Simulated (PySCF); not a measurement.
**PdNI: structure of the triplet**

Aim: relax PdNI as a triplet from a PBE0 minimum start, check by its vibrations whether the end is a minimum, and collect its spectrum and constants.

The runs use PySCF 2.14.0; PBE0, basis Pd def2-SVP with ECP28, N def2-SVP, I def2-SVP with ECP28, scalar-relativistic core potentials, no spin–orbit coupling, density fitting.

## 1. Starting geometry

3 atoms, charge 0, spin multiplicity 3.

Bond lengths: Pd1–N2 1.756 Å, Pd1–I3 2.536 Å. Angles: N2–Pd1–I3 106.9°.

```xyz
3
charge 0 multiplicity 3
Pd    0.0000   -1.2784    0.0000
N    -1.7129   -1.6631    0.0000
I     0.1890    1.2504    0.0000
```

## 2. First SCF at the start

The steps below are one call of a driver around PySCF. For each, scf.py gives the equivalent set-up of the SCF; relaxations use the driver's own optimiser. After this first run the driver tries any further starts and a stability analysis.

Input file scf.py:

```python
from pyscf import gto, scf, dft
mol = gto.M(atom='''
Pd    -0.000000    -1.278440     0.000000
N     -1.712920    -1.663080     0.000000
I      0.189010     1.250380    -0.000000''',
    basis={'Pd': 'def2-SVP', 'N': 'def2-SVP', 'I': 'def2-SVP'},
    ecp={'Pd': 'def2-SVP', 'I': 'def2-SVP'},
    charge=0, spin=2)
mf = dft.UKS(mol, xc='PBE0')
mf.grids.atom_grid = (50, 194)
aux = {'Pd': 'def2-universal-JKFIT', 'N': 'def2-universal-JKFIT', 'I': 'def2-universal-JKFIT'}
mf = mf.density_fit(auxbasis=aux)
mf.conv_tol = 1e-08
mf.diis_space = 10
mf.max_cycle = 60
mf.init_guess = 'huckel'
mf.verbose = 4
mf.kernel()
```

Command:

```console
OMP_NUM_THREADS=2 python axn.py task.json out
```

The program printed:

```text
init E= -479.766043615101
[... the frontier-level lines of each cycle are left out ...]
cycle= 1 E= -476.21871315045  delta_E= 3.55  |g|= 2.14  |ddm|= 2.58
cycle= 2 E= -423.449699493547  delta_E= 52.8  |g|= 5.63  |ddm|= 12.7
cycle= 3 E= -475.034046258225  delta_E= -51.6  |g|= 2.27  |ddm|= 12.1
cycle= 4 E= -476.978494154963  delta_E= -1.94  |g|= 2.37  |ddm|= 3.66
cycle= 5 E= -478.417637081308  delta_E= -1.44  |g|= 1.49  |ddm|= 1.96
cycle= 6 E= -478.95638565828  delta_E= -0.539  |g|= 1.26  |ddm|= 0.432
cycle= 7 E= -479.665418759255  delta_E= -0.709  |g|= 0.822  |ddm|= 0.704
cycle= 8 E= -480.054590367672  delta_E= -0.389  |g|= 0.383  |ddm|= 0.82
cycle= 9 E= -480.134015712087  delta_E= -0.0794  |g|= 0.0914  |ddm|= 0.425
cycle= 10 E= -480.140885993278  delta_E= -0.00687  |g|= 0.0357  |ddm|= 0.181
cycle= 11 E= -480.142209353054  delta_E= -0.00132  |g|= 0.0217  |ddm|= 0.0817
cycle= 12 E= -480.1425979854  delta_E= -0.000389  |g|= 0.0132  |ddm|= 0.0328
cycle= 13 E= -480.142878411709  delta_E= -0.00028  |g|= 0.00564  |ddm|= 0.042
cycle= 14 E= -480.14297361697  delta_E= -9.52e-05  |g|= 0.00253  |ddm|= 0.0279
cycle= 15 E= -480.143007685189  delta_E= -3.41e-05  |g|= 0.00139  |ddm|= 0.0192
cycle= 16 E= -480.143019690393  delta_E= -1.2e-05  |g|= 0.000695  |ddm|= 0.0119
cycle= 17 E= -480.143023440206  delta_E= -3.75e-06  |g|= 0.000455  |ddm|= 0.00882
cycle= 18 E= -480.143023773072  delta_E= -3.33e-07  |g|= 0.000122  |ddm|= 0.00222
cycle= 19 E= -480.143023796886  delta_E= -2.38e-08  |g|= 3.25e-05  |ddm|= 0.000612
cycle= 20 E= -480.143023800931  delta_E= -4.04e-09  |g|= 1.49e-05  |ddm|= 0.000208
Extra cycle  E= -480.143023801517  delta_E= -5.86e-10  |g|= 1.83e-05  |ddm|= 7.58e-05
converged SCF energy = -480.143023801517  <S^2> = 2.0579854  2S+1 = 3.038411
```

This step, with its further starts and checks, ran for 14 s (2 threads of Arm Neoverse V1, shared host).

Energies from each starting density:

| start | energy (Eh) |
| --- | --- |
| the minimal-basis guess | -480.143024 |
| a thermally smeared density | -480.143024 |
| a smeared PBE density | -480.143024 |

No lower solution of this spin turned up from the other starts or in the test of internal stability.

## 3. PBE0 minimum start, triplet: relaxation

The program finds Cs symmetry in the start, which this walk keeps. The walk stops when the largest gradient is under 0.0003 Eh/bohr and the energy has settled too.

scf.py: that of step 2 with these lines changed.

```diff
@@ -3,3 +3,3 @@
-Pd    -0.000000    -1.278440     0.000000
-N     -1.712920    -1.663080     0.000000
-I      0.189010     1.250380    -0.000000''',
+Pd    -0.000000    -1.278437     0.000000
+N     -1.712920    -1.663077     0.000000
+I      0.189010     1.250383     0.000000''',
@@ -16 +15,0 @@
-mf.init_guess = 'huckel'
```

The optimiser's trace:

| step | energy (Eh) | change (kJ/mol) | largest symmetric gradient (Eh/bohr) |
| --- | --- | --- | --- |
| 0 | -480.143024 | 0.00 | 0.00014 |

The walk took 2.4 s.

End point (Cs, 0 steps, 0.0 kJ/mol gained): Pd–I 2.536 Å, Pd–N 1.756 Å; I–Pd–N 106.9°.

## 4. Is it a minimum? Harmonic modes

The point is checked on the finer grid, and tightened if its gradient asks for it. The Hessian and the dipole derivatives come from central differences of analytic gradients, with steps of 0.02 bohr.

scf.py: that of step 3 with these lines changed.

```diff
@@ -3,3 +3,3 @@
-Pd    -0.000000    -1.278437     0.000000
-N     -1.712920    -1.663077     0.000000
-I      0.189010     1.250383     0.000000''',
+Pd     0.000135    -1.278630     0.000000
+N     -1.712936    -1.662904     0.000000
+I      0.188891     1.250401     0.000000''',
@@ -10 +10 @@
-mf.grids.atom_grid = (50, 194)
+mf.grids.atom_grid = (75, 302)
@@ -13 +13 @@
-mf.conv_tol = 1e-08
+mf.conv_tol = 1e-10
```

This SCF starts from the last density.

Log of the central SCF (cycles and frontier levels):

```text
init E= -480.143038832637
[... the frontier-level lines of each cycle are left out ...]
cycle= 1 E= -480.143038832629  delta_E= 8.07e-12  |g|= 5.32e-06  |ddm|= 7.14e-06
Extra cycle  E= -480.143038832501  delta_E= 1.29e-10  |g|= 1.79e-05  |ddm|= 1.83e-05
converged SCF energy = -480.143038832501  <S^2> = 2.0580316  2S+1 = 3.0384414
```

The whole step took 53 s.

Geometry: Cs; Pd–I 2.536 Å, Pd–N 1.756 Å; I–Pd–N 106.9°.

Modes, for the most abundant isotopes:

```tsv
symmetry	ω (cm⁻¹)	IR (km/mol)	μ (u)	type
a'	115	4.5	16.70	bend
a'	220	8.3	110.32	stretch
a'	707	0.4	15.48	stretch
```

No imaginary mode, so this is a minimum.

Constants and moments:

```
Dipole moment                                                   : 2.91 D
Highest occupied level                                          : -7.16 eV
Lowest empty level                                              : -4.04 eV
Rotational constants                                            : 0.5156, 0.03983, 0.03698 cm⁻¹
Zero-point energy                                               : 6.2 kJ/mol
Principal polarisabilities                                      : 40.5, 53.0, 96.7 bohr³
Atomisation energy without zero-point energy                    : 406 kJ/mol
Principal traceless quadrupole moments about the centre of mass : -5.33, -2.35, 7.68 D Å
Entropy at 298.15 K and 1 bar (electronic part: spin only)      : 323.1 J/(mol K)
Heat capacity Cp at 298.15 K                                    : 52.3 J/(mol K)
Enthalpy at 298.15 K above 0 K                                  : 13.45 kJ/mol
Rotational symmetry number                                      : 1
Spin squared ⟨S²⟩                                               : 2.058
```

Charges (e) and bond orders:

| atom | Mulliken | Löwdin | polar tensor | spin (Mulliken) | Mayer order to Pd1 |
| --- | --- | --- | --- | --- | --- |
| Pd1 | 0.27 | -0.27 | 0.47 | 0.27 | – |
| N2 | -0.10 | 0.13 | -0.12 | 1.83 | 1.55 |
| I3 | -0.17 | 0.13 | -0.35 | -0.10 | 1.05 |

Mulliken populations on Pd1 (outside its core potential): s 2.49, p 6.29, d 8.95, f 0.00.

## 5. Summary of results

| quantity | value |
| --- | --- |
| minimum | triplet, Cs |
| geometry | Pd–I 2.536 Å, Pd–N 1.756 Å; I–Pd–N 106.9° |
| wavenumbers (cm⁻¹) | 115 (a'), 220 (a'), 707 (a') |
| dipole moment | 2.91 D |
| highest occupied, lowest empty level (either spin) | -7.16, -4.04 eV |
| polar-tensor charge of Pd1 | +0.47 e |
| zero-point energy | 6.2 kJ/mol |
| entropy at 298.15 K | 323.1 J/(mol K) |
| atomisation energy (no zero-point energy) | 406 kJ/mol |
| ⟨S²⟩ | 2.058 |

**Reading.** The PBE0 minimum start keeps its Cs symmetry and ends in a minimum. In the infrared the band at 220 cm⁻¹ (a', stretch) leads. Most of the spin sits on N2 (Mulliken spin 1.83, against 2 for the whole molecule). Only this shape and spin were tried, so other structures or states may lie lower. One determinant may miss the lowest occupation of an open d or f shell. Spin–orbit coupling, left out here, can matter for elements this heavy.

The search up to here took 70 s.
